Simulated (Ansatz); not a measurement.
I need a rigid torsion scan of Cl2H2NOSi, SMILES [NH][Si](O)(Cl)Cl. Use Ansatz 0.2.0, Python API. Use (for the species named): PBE0, def2-SVP basis, multiplicity 2.

```xyz
7

N    -0.3825    0.5207    1.2298
Si   -0.0464   -0.0351   -0.3645
O     1.1532   -1.0728   -0.0382
Cl   -1.4660   -1.0583   -1.2566
Cl    0.6482    1.3742   -1.6602
H    -1.2003    1.2498    1.1050
H     1.3550   -1.0466    0.9390
```

Script `run_torsion.py`:
```python
"""Rigid torsion scan of Cl2H2NOSi."""

import ansatz
from ase import Atoms

atoms = Atoms(["N", "Si", "O", "Cl", "Cl", "H", "H"], positions=[
    [-0.3825, 0.5207, 1.2298],
    [-0.0464, -0.0351, -0.3645],
    [1.1532, -1.0728, -0.0382],
    [-1.466, -1.0583, -1.2566],
    [0.6482, 1.3742, -1.6602],
    [-1.2003, 1.2498, 1.105],
    [1.355, -1.0466, 0.939],
])

# relax first, so that the scan starts from a minimum
first = (
    ansatz.Crystal.molecule_from_ase(atoms).calculation()
    .basis(gaussian="def2-SVP")  # atom-centred Gaussian functions
    .spin("collinear", total=1)  # spin-polarised run
    .functional("pbe0")
    .relax(force_tolerance=0.02, max_steps=80)  # relax until the tolerances are met
)
atoms.positions = first.run().report["positions_ang"]

start = atoms.get_dihedral(0, 1, 2, 6)
energies = {}
for turn in range(0, 360, 40):
    turned = atoms.copy()
    turned.set_dihedral(0, 1, 2, 6, start + turn, indices=[2, 6])
    job = (
        ansatz.Crystal.molecule_from_ase(turned).calculation()
        .basis(gaussian="def2-SVP")  # atom-centred Gaussian functions
        .correlation("mp2")  # correlation on top of the mean field
        .spin("collinear", total=1)
    )
    energies[round((start + turn) % 360)] = job.run().report["free_energy_ev"]
floor = min(energies.values())
print("dihedral N0-Si1-O2-H6 (deg)   E - E(min) (kJ/mol)")
for angle, e in sorted(energies.items()):
    print(f"{angle:8d} {96.485332 * (e - floor):14.3f}  " + "#" * int(30 * (e - floor) / max(max(energies.values()) - floor, 1e-9)))
```

Output of `python run_torsion.py`:
```text
dihedral N0-Si1-O2-H6 (deg)   E - E(min) (kJ/mol)
       3          3.493  ############
      43          8.432  #############################
      83          8.678  ##############################
     123          5.112  #################
     163          3.001  ##########
     203          4.814  ################
     243          5.676  ###################
     283          2.267  #######
     323          0.000
```

Reading the output:
- The scan is rigid and the energies are electronic, in a modest basis. With rigid groups the curve can differ much from the relaxed path, the start wasn't checked as a minimum of this torsion, and equivalent turns needn't return to the same energy.
- The species is open-shell (spin multiplicity 2).
- The start is relaxed with a density functional and scanned with the wavefunction method, so it isn't exactly that method's minimum.
- Run time: 2.8 min on 1 thread of Intel(R) Xeon(R) Platinum 8259CL CPU @ 2.50GHz (Skylake/Cascade Lake) (shared host), peak memory 0.36 GiB.

(A comment or docstring line of the script was reworded after the run, the code is as it ran.)
